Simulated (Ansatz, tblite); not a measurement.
# C₁₅H₁₄: a ladder of methods and basis sets

One table from this session's results is given with a row withheld; the runs are named, their logs left out.

Method: as each input shows; program: Ansatz 0.2.0, Gaussian basis.

Plan: GFN1-xTB, GFN2-xTB, PBE-D4/def2-TZVP, r2SCAN-D4/def2-TZVP, PBE-D4/def2-SVP, PBE0-D4/def2-SVP, HF/STO-3G, MP2/def2-SVP, RPA/def2-SVP.

3 further runs of the same task are left out: 3 that didn't finish. Runs told in other sessions of the task aren't counted.

### The structure

The geometry is that of the singlet, from an earlier relaxation (PBE0-D4/def2-SVP).

SMILES `CC1(C)c2ccccc2-c2ccccc21`, 29 atoms, charge 0, spin multiplicity 1.

Bond lengths: C1–C2 1.533 Å, C1–H16 1.100 Å, C1–H17 1.101 Å, C1–H18 1.101 Å, C2–C3 1.533 Å, C2–C4 1.519 Å, C2–C15 1.519 Å, C3–H19 1.100 Å, C3–H20 1.101 Å, C3–H21 1.101 Å, C4–C5 1.389 Å, C4–C9 1.406 Å, C5–C6 1.397 Å, C5–H22 1.094 Å, C6–C7 1.397 Å, C6–H23 1.093 Å, C7–C8 1.394 Å, C7–H24 1.093 Å and more. Angles: C2–C1–H16 111.0°, C2–C1–H17 110.7°, C2–C1–H18 110.7°, H16–C1–H17 108.2°, H16–C1–H18 108.2°, H17–C1–H18 107.9°, C1–C2–C3 110.6°, C1–C2–C4 111.2°, C1–C2–C15 111.1°, C3–C2–C4 111.2°, C3–C2–C15 111.2°, C4–C2–C15 101.3°, C2–C3–H19 111.0°, C2–C3–H20 110.7°, C2–C3–H21 110.7°, H19–C3–H20 108.2°, H19–C3–H21 108.2°, H20–C3–H21 107.9° and more.

PBE0-D4/def2-TZVP was run before; its log isn't repeated, and its numbers join the tables.

The first run:

Tight binding, by tblite at 300 K electronic temperature and without a spin-polarisation term:

```python
tblite.interface.Calculator('GFN1-xTB', numbers, positions, charge=0, uhf=0).singlepoint()
```

Tight binding, by tblite at 300 K electronic temperature and without a spin-polarisation term:

```python
tblite.interface.Calculator('GFN2-xTB', numbers, positions, charge=0, uhf=0).singlepoint()
```

start.molden holds the orbitals of an earlier run on this state, given as this run's starting guess.

Contents of in.yaml:

```yaml
crystal:
  periodic: [false, false, false]
  atoms:
    - {symbol: C, position_ang: [0.317313, 1.928038, 1.429486]}
    - {symbol: C, position_ang: [0.160364, 1.179469, 0.100412]}
    - {symbol: C, position_ang: [0.237839, 2.154527, -1.080439]}
    - {symbol: C, position_ang: [1.194143, 0.074721, -0.031705]}
    - {symbol: C, position_ang: [2.578428, 0.180463, -0.066774]}
    - {symbol: C, position_ang: [3.345042, -0.980771, -0.195664]}
    - {symbol: C, position_ang: [2.730468, -2.232116, -0.285947]}
    - {symbol: C, position_ang: [1.341033, -2.344021, -0.251802]}
    - {symbol: C, position_ang: [0.576695, -1.184903, -0.123502]}
    - {symbol: C, position_ang: [-0.872815, -0.993142, -0.060847]}
    - {symbol: C, position_ang: [-1.919766, -1.912785, -0.109838]}
    - {symbol: C, position_ang: [-3.230199, -1.443822, -0.026093]}
    - {symbol: C, position_ang: [-3.488950, -0.077053, 0.103385]}
    - {symbol: C, position_ang: [-2.439237, 0.844054, 0.152138]}
    - {symbol: C, position_ang: [-1.132031, 0.382334, 0.070159]}
    - {symbol: H, position_ang: [0.263303, 1.233814, 2.280889]}
    - {symbol: H, position_ang: [-0.477040, 2.681481, 1.548308]}
    - {symbol: H, position_ang: [1.286544, 2.449266, 1.470800]}
    - {symbol: H, position_ang: [0.125451, 1.623700, -2.037170]}
    - {symbol: H, position_ang: [-0.557381, 2.913282, -1.011842]}
    - {symbol: H, position_ang: [1.205900, 2.679476, -1.089270]}
    - {symbol: H, position_ang: [3.069408, 1.155052, 0.004350]}
    - {symbol: H, position_ang: [4.435145, -0.910015, -0.225084]}
    - {symbol: H, position_ang: [3.344763, -3.130260, -0.386545]}
    - {symbol: H, position_ang: [0.862545, -3.323918, -0.324098]}
    - {symbol: H, position_ang: [-1.719838, -2.982461, -0.210793]}
    - {symbol: H, position_ang: [-4.062866, -2.150546, -0.062790]}
    - {symbol: H, position_ang: [-4.521790, 0.274331, 0.166321]}
    - {symbol: H, position_ang: [-2.652501, 1.911808, 0.253956]}
basis:
  gaussian: {orbitals: def2-TZVP, initial_orbitals: start.molden}
hamiltonian: {xc: pbe, dispersion: d4}
scf: {omitted_lower_state_checks: [starts]}
output: {orbitals: {seedname: orbitals}}
```

Launch:

```sh
> ansatz run in.yaml --threads 4 --pin off --events-out ev --progress --plain --max-ram 6963MiB
```

Among the steps run: PBE-D4/def2-TZVP; r2SCAN-D4/def2-TZVP; PBE-D4/def2-SVP; PBE0-D4/def2-SVP; HF/STO-3G; MP2/def2-SVP; RPA/def2-SVP.

One of the session's tables, all rows but one given; the rest of the session is left out.

It belongs to the step «Binding energy». 

| level | binding an atom (eV) |
| --- | --- |
| HF/STO-3G | 4.448 |
| HF/def2-SVP | 3.858 |
| PBE-D4/def2-SVP | 5.319 |
| PBE-D4/def2-TZVP | 5.245 |
| r2SCAN-D4/def2-TZVP | 5.096 |
| PBE0-D4/def2-SVP | 5.231 |
| PBE0-D4/def2-TZVP | 5.153 |
| MP2/def2-SVP | ? |

**Question.** Estimate the row for MP2/def2-SVP.

As computed: binding an atom (eV): 5.013. In the column «binding an atom (eV)» it lies between HF/STO-3G (4.448) and r2SCAN-D4/def2-TZVP (5.096).

Caveats from the session: Free atoms were run apart at each level; binding is atoms less cluster, divided by the number of atoms, without zero-point or spin-orbit terms.
